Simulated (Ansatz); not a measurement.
# NiPt (P4/mmm): comparison of magnetic orders, by script

Which magnetic order of NiPt (P4/mmm) lies lowest among those tried? Aim: a comparison of magnetic orders, for NiPt (P4/mmm), run from a script.

Program: the Python package of Ansatz 0.2.0. Level of theory: DFT LDA, plane waves, PAW. These are calculated values, not measurements.

## Step 1: The structure

Symmetry: P4/mmm, No. 123, tetragonal system. Conventional cell: a = 2.710 Å, b = 2.710 Å, c = 3.578 Å, α = 90.00°, β = 90.00°, γ = 90.00°. Ni (site symmetry 4/mmm) has 8 Pt at 2.62 Å and 4 Ni at 2.71 Å as nearest neighbours. Pt (site symmetry 4/mmm) has 8 Ni at 2.62 Å and 4 Pt at 2.71 Å as nearest neighbours.

The script holds or builds the structure itself.

## Step 2: Script

nipt.py reads:

```python
# -*- coding: utf-8 -*-
"""Ferro, antiferro and non-magnetic states of NiPt."""

import warnings

import ansatz as az
import numpy as np


def count_gap(report):
    # lowest empty less highest filled band, counting bands; zero where they overlap
    return max(report.get("gap_by_band_count_ev") or 0.0, 0.0)

CELL = [
    (2.70994, 0.0, 0.0),
    (0.0, 5.41988, 0.0),
    (0.0, 0.0, 3.57832),
]
ATOMS = [
    ("Ni", (0.5, 0.25, 0.5)),
    ("Pt", (0.0, 0.0, 0.0)),
    ("Ni", (0.5, 0.75, 0.5)),
    ("Pt", (0.0, 0.5, 0.0)),
]


def build(moments):
    crystal = az.Crystal(lattice=az.Lattice.of(CELL))
    for (symbol, position), moment in zip(ATOMS, moments):
        crystal = crystal.atom(symbol, position, moment=moment or None)
    return crystal

warnings.simplefilter("ignore", az.DeckWarning)

# starting moments in muB, one an atom
orders = {
    "FM": [1.8, 0, 1.8, 0],
    "AFM": [1.8, 0, -1.8, 0],
}

rows = []
for label, moments in orders.items():
    calc = (
        build(moments).calculation()
        .functional("LDA")
        .kpoints(10, 5, 8)
        .basis(450)
        .occupations("Fermi-Dirac", width=0.05)  # smearing steadies the SCF of a metal
        .spin("collinear")  # two spin channels
        .band_table()
    )
    data = calc.run().report
    rows.append((label, data["free_energy_ev"], data["magnetization_mub"], data["absolute_magnetization_mub"], max(abs(m) for m in data["site_moments_mub"]), count_gap(data)))
    print(label, "site moments:", [round(m, 2) for m in data["site_moments_mub"]])

lowest = min(row[1] for row in rows)
rows = [(row[0], 1000 * (row[1] - lowest) / 2, *row[2:]) for row in sorted(rows, key=lambda row: row[1])]
lines = [",".join(["order", "meV/magnetic atom", "net muB", "absolute muB", "largest site muB", "gap by band count eV"])] + [",".join(f"{v:.4f}" if isinstance(v, float) else str(v) for v in row) for row in rows]
print("\n".join(lines))
with open("orders.csv", "w") as handle:
    handle.write("\n".join(lines) + "\n")
print("lowest of these starts:", rows[0][0])
```

## Step 3: What the engine is handed

The package turns the script's settings into the engine's input (first run):

```yaml
crystal:
  lattice:
    - [2.70994, 0.0, 0.0]
    - [0.0, 5.41988, 0.0]
    - [0.0, 0.0, 3.57832]
  atoms:
    - { symbol: Ni, position: [0.5, 0.25, 0.5], spin: 1.8 }
    - { symbol: Pt, position: [0.0, 0.0, 0.0] }
    - { symbol: Ni, position: [0.5, 0.75, 0.5], spin: 1.8 }
    - { symbol: Pt, position: [0.0, 0.5, 0.0] }
basis:
  ecutwfc: 450.0
kpoints:
  mp_grid:
    grid: [10, 5, 8]
hamiltonian:
  xc: lda
magnetization:
  spin_polarized: true
scf:
  occupations:
    method: fermi_dirac
    width: 0.05
output:
  eigenvalues: true
```

## Step 4: The run

Launch:

```bash
> python nipt.py
```

The program printed:

```text
FM site moments: [0.69, 0.33, 0.69, 0.33]
RunWarning: the starting moments were not kept: 1 of 2 ended reversed and 1 kept their direction, counting a site from 0.1 of the cell's largest site moment. The largest reversed, site 2 (counted from 0, in the order of the report's site_moments_mub), started with -1.8 μB and closes at +6.9e-1 μB in its sphere. The starting moments cancel, and the net magnetisation is 2.1e0 μB in size, over 0.1 [...]
AFM site moments: [0.69, 0.33, 0.69, 0.33]
order,meV/magnetic atom,net muB,absolute muB,largest site muB,gap by band count eV
FM,0.0000,2.0129,2.1148,0.6948,0.0000
AFM,0.0000,2.0128,2.1148,0.6947,0.0000
lowest of these starts: FM
```

(Warnings from the package without file and line, shortened.)

It took 7.1 min on 1 thread of Arm Neoverse V1, shared host; peak memory 1.6 GiB.

## Step 5: Inputs of later runs

The engine's inputs for the other runs:

Run 2, against run 1:

```diff
@@ -9 +9 @@
-    - { symbol: Ni, position: [0.5, 0.75, 0.5], spin: 1.8 }
+    - { symbol: Ni, position: [0.5, 0.75, 0.5], spin: -1.8 }
```

## Step 6: What the script built

Run 2 starts from these 4 atoms:

```xyz
4
Lattice="2.710 0.000 0.000 0.000 5.420 0.000 0.000 0.000 3.578" Properties=species:S:1:pos:R:3 pbc="T T T"
Ni    1.355    1.355    1.789
Pt    0.000    0.000    0.000
Ni    1.355    4.065    1.789
Pt    0.000    2.710    0.000
```

## Step 7: The engine's runs

One row for each of the 2 runs:

```csv
run,order,energy from run 1 (meV/atom),moment (μB/cell),SCF cycles,CPU time (s)
1,FM,0.00,2.01,13,43
2,AFM,0.00,2.01,65,380
```

Energies are free energies F = E - TS of the smeared occupations. 

## Step 8: Outcome

| quantity | value |
| --- | --- |
| runs compared | 2 |
| lowest | run 1 (FM) |
| next above it by | 0.0 meV/atom |

Of those tried, run 1 (FM) is lowest; run 2 (AFM) lies 0.0 meV/atom above it: both runs ended in the same state, so the other start was lost. The dearest, run 2 (AFM), took some 9 times as long as run 1 (FM). Reading the output:
- The SCF didn't keep the moments it started from (some shrank, vanished or turned); what is printed is the state reached.
- For a metal this k-point mesh is coarse: on a finer one energies can move by several to tens of meV an atom and pressures by half a GPa or more, differences at one mesh by less.
- This cell is a computed structure, which may not be the phase found in nature.
- Each row is the state reached from that start at the given structure, not necessarily the lowest of its order; other orders weren't tried. The starting moments were not kept in at least one run, so it stands on a weaker or other magnetic state than the one typed. Spin-orbit coupling is left out, though heavy elements are present.
